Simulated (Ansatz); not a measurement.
# CoAuC4N4: the cost of one run

Program: Ansatz 0.2.0. Level of theory: DFT PBE, scalar-relativistic, plane waves, PAW. These are calculated values, not measurements.

### Step 1. The structure to begin with

Symmetry: P-43m, No. 215, cubic system. Conventional cell: a = 5.883 Å, b = 5.883 Å, c = 5.883 Å, α = 90.00°, β = 90.00°, γ = 90.00°. Around Co (site symmetry -43m) lie 4 N at 2.01 Å. C (site symmetry 3m) has 1 N at 1.17 Å and 1 Au at 1.92 Å in its first shell of neighbours. Around Au (site symmetry -43m) lie 4 C at 1.92 Å. N (site symmetry 3m) is surrounded by 1 C at 1.17 Å and 1 Co at 2.01 Å.

As a file:

```
CELL_PARAMETERS angstrom
5.88262 0.00000 0.00000
0.00000 5.88262 0.00000
0.00000 0.00000 5.88262
ATOMIC_POSITIONS crystal
Co 0.50000 0.50000 0.50000
C 0.18814 0.18814 0.18814
C 0.18814 0.81186 0.81186
C 0.81186 0.18814 0.81186
C 0.81186 0.81186 0.18814
Au 0.00000 0.00000 0.00000
N 0.30297 0.30297 0.30297
N 0.30297 0.69703 0.69703
N 0.69703 0.30297 0.69703
N 0.69703 0.69703 0.30297
```

The cell is invented: two interpenetrating cyanide-bridged diamond nets (P-43m, No. 215). Lengths come from tabulated atomic sizes and are only a guess.

### Step 2. The guess as it stands, on a coarse mesh

input.yaml

```yaml
crystal:
  lattice:
    - [5.88262189, 0.0, 0.0]
    - [0.0, 5.88262189, 0.0]
    - [0.0, 0.0, 5.88262189]
  atoms:
    - { symbol: Co, position: [0.5, 0.5, 0.5], spin: 3.0 }
    - { symbol: C, position: [0.18814408, 0.18814408, 0.18814408] }
    - { symbol: C, position: [0.18814408, 0.81185592, 0.81185592] }
    - { symbol: C, position: [0.81185592, 0.18814408, 0.81185592] }
    - { symbol: C, position: [0.81185592, 0.81185592, 0.18814408] }
    - { symbol: Au, position: [0.0, 0.0, 0.0] }
    - { symbol: "N", position: [0.3029738, 0.3029738, 0.3029738] }
    - { symbol: "N", position: [0.3029738, 0.6970262, 0.6970262] }
    - { symbol: "N", position: [0.6970262, 0.3029738, 0.6970262] }
    - { symbol: "N", position: [0.6970262, 0.6970262, 0.3029738] }
basis:
  ecutwfc: 420
kpoints:
  mp_grid: { grid: [4, 4, 4] }
hamiltonian:
  xc: pbe
scf:
  occupations: { method: gaussian, width: 0.1 }
  lower_state_search: "off"
output:
  forces: true
  stress: true
  eigenvalues: true
  populations: true
magnetization:
  spin_polarized: true
```

Started as:

```console
$ ansatz run input.yaml --threads 1 --pin off --max-ram 2560MiB --backend cpu --events-out ev --progress --plain --runs-dir out
```

What time and memory should one allow on 1 thread of Intel Xeon 6975P-C (Granite Rapids), shared host?

About 17 s, with a peak of 0.5 GiB.
